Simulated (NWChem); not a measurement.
# BCl2F (SMILES FB(Cl)Cl): B3LYP/6-31G(d) (Cartesian functions)

What is the vertical singlet–triplet gap of BCl2F at B3LYP/6-31G* (Cartesian functions)? 

The calculation is run with NWChem 7.3.0.

7 further runs of the same task are left out: 3 that didn't finish, 4 set aside as unsound or not needed. Runs told in other sessions of the task aren't counted.

## 1. The molecule

BCl2F has 4 atoms, charge 0, and is taken as a singlet. As SMILES, `FB(Cl)Cl`. The coordinates come from a PBE0-D4/def2-TZVP relaxation.

Bond lengths: F1–B2 1.310 Å, B2–Cl3 1.739 Å, B2–Cl4 1.739 Å. Angles: F1–B2–Cl3 119.3°, F1–B2–Cl4 119.3°, Cl3–B2–Cl4 121.5°.

## 2. Energy and forces at B3LYP/6-31G(d) (Cartesian functions)

struct.nw

```
start struct
title "BCl2F B3LYP"
memory total 2200 mb

geometry units angstrom noautosym nocenter noautoz
  F     0.114370   -1.165320   -0.781190
  B     0.007910   -0.080610   -0.054040
  Cl   -1.549540    0.373780    0.571420
  Cl    1.427260    0.872140    0.263810
end

basis
  * library 6-31G*
end

dft
  xc b3lyp
  grid xfine
  convergence energy 1e-08
  iterations 100
  mulliken
  print low
end

task dft gradient
```

Run with:

```bash
nwchem struct.nw > struct.out
```

What it wrote:

```text
[...]
 d= 0,ls=0.0,diis     1  -1045.1285098122 -1.23D+03  2.01D-02  9.58D-01     3.2
[...]
 d= 0,ls=0.0,diis    10  -1045.2255401141 -5.70D-10  1.75D-07  2.05D-10    24.5
         Total DFT energy =    -1045.225540114066
      One electron energy =    -1804.697694639024
           Coulomb energy =      648.917228894311
    Exchange-Corr. energy =      -71.114160313842
 Nuclear repulsion energy =      181.669085944490
[...]
      Total Density - Mulliken Population Analysis
     ---------------------------------------------
    Atom       Charge   Shell Charges
 -----------   ------   -------------------------------------------------------
    1 F    9     9.15   1.99  0.97  3.33  0.86  1.92  0.08
    2 B    5     4.68   1.99  0.56  1.38  0.24  0.36  0.15
    3 Cl  17    17.08   2.00  1.99  5.97  1.46  3.65  0.53  1.51 -0.02
    4 Cl  17    17.08   2.00  1.99  5.97  1.46  3.65  0.53  1.51 -0.02
[...]
                         DFT ENERGY GRADIENTS
    atom               coordinates                        gradient
                 x          y          z           x          y          z
   1 F       0.216128  -2.202135  -1.476235   -0.000491   0.005013   0.003361
   2 B       0.014948  -0.152331  -0.102121   -0.000134   0.001363   0.000913
   3 Cl     -2.928206   0.706342   1.079827    0.007630  -0.001963  -0.002893
   4 Cl      2.697130   1.648106   0.498529   -0.007004  -0.004413  -0.001381
 Task  times  cpu:       31.5s     wall:       31.5s
 Total times  cpu:       31.6s     wall:       31.6s
```

It took 32 s on 1 thread of Intel Xeon Platinum 8259CL at 2.50GHz (Skylake/Cascade Lake), shared host; peak memory 0.13 GiB.

## 3. The triplet: a single-point energy at UB3LYP/6-31G(d) (Cartesian functions)

mymol.nw

```
START mymol
memory total 2200 mb

GEOMETRY noautosym nocenter noautoz
  F      0.114370    -1.165320    -0.781190
  B      0.007910    -0.080610    -0.054040
  Cl    -1.549540     0.373780     0.571420
  Cl     1.427260     0.872140     0.263810
END

BASIS "ao basis"
  * library 6-31G*
END

DFT
  xc b3lyp
  mult 3
  grid xfine
  convergence energy 1e-08
  iterations 100
  mulliken
END

TASK dft
```

Run with:

```bash
nwchem mymol.nw > mymol.out
```

What it wrote:

```text
[...]
          Wavefunction type:  spin polarized.
          No. of atoms     :     4
          No. of electrons :    48
[...]
          Charge           :     0
          Spin multiplicity:     3
[...]
          AO basis - number of functions:    68
[...]
              XC Information
              --------------
                         B3LYP Method XC Potential
                     Hartree-Fock (Exact) Exchange  0.200
                        Slater Exchange Functional  0.800 local
                    Becke 1988 Exchange Functional  0.720 non-local
              Lee-Yang-Parr Correlation Functional  0.810
                  VWN I RPA Correlation Functional  0.190 local
[...]
 d= 0,ls=0.0,diis     1  -1044.8987193943 -1.23D+03  1.16D-02  2.10D-01     4.1
[...]
 d= 0,ls=0.0,diis    13  -1044.9785806879 -7.84D-09  8.49D-07  1.13D-09    47.8
[...]
         Total DFT energy =    -1044.978580687865
      One electron energy =    -1804.191096446828
           Coulomb energy =      648.635031420291
    Exchange-Corr. energy =      -71.091601605817
 Nuclear repulsion energy =      181.669085944490
[...]
      Total Density - Mulliken Population Analysis
     ---------------------------------------------
    Atom       Charge   Shell Charges
 -----------   ------   -------------------------------------------------------
    1 F    9     9.17   1.99  0.96  3.34  0.87  1.93  0.08
    2 B    5     5.05   1.99  0.48  1.62  0.19  0.63  0.14
    3 Cl  17    16.89   2.00  1.99  5.97  1.49  3.56  0.51  1.39 -0.01
    4 Cl  17    16.89   2.00  1.99  5.97  1.49  3.56  0.51  1.39 -0.01
[...]
      <S2> =      2.0054 (Exact =     2.0000)
[...]
```

It took 49 s on 1 thread of Intel Xeon Platinum 8259CL at 2.50GHz (Skylake/Cascade Lake), shared host; peak memory 0.12 GiB.

## 4. Summary of results

At B3LYP/6-31G* (Cartesian functions):

| quantity | value |
| --- | --- |
| singlet: total energy | -1045.22554 Eh |
| singlet: largest force on an atom | 0.432 eV/Å |
| triplet: total energy | -1044.97858 Eh |
| triplet: dipole moment | 1.51 D |
| triplet: HOMO energy (highest over α and β) | -2.34 eV |
| triplet: ⟨S²⟩ | 2.005 |
| vertical energy of the triplet above the singlet | 6.720 eV |

At this shape the triplet lies 6.72 eV (155 kcal/mol) above the singlet. The largest force (singlet) is 0.43 eV/Å: the shape isn't a stationary point for this species at this level. Mulliken charges (triplet) run from -0.17 on F1 to +0.11 on Cl3.
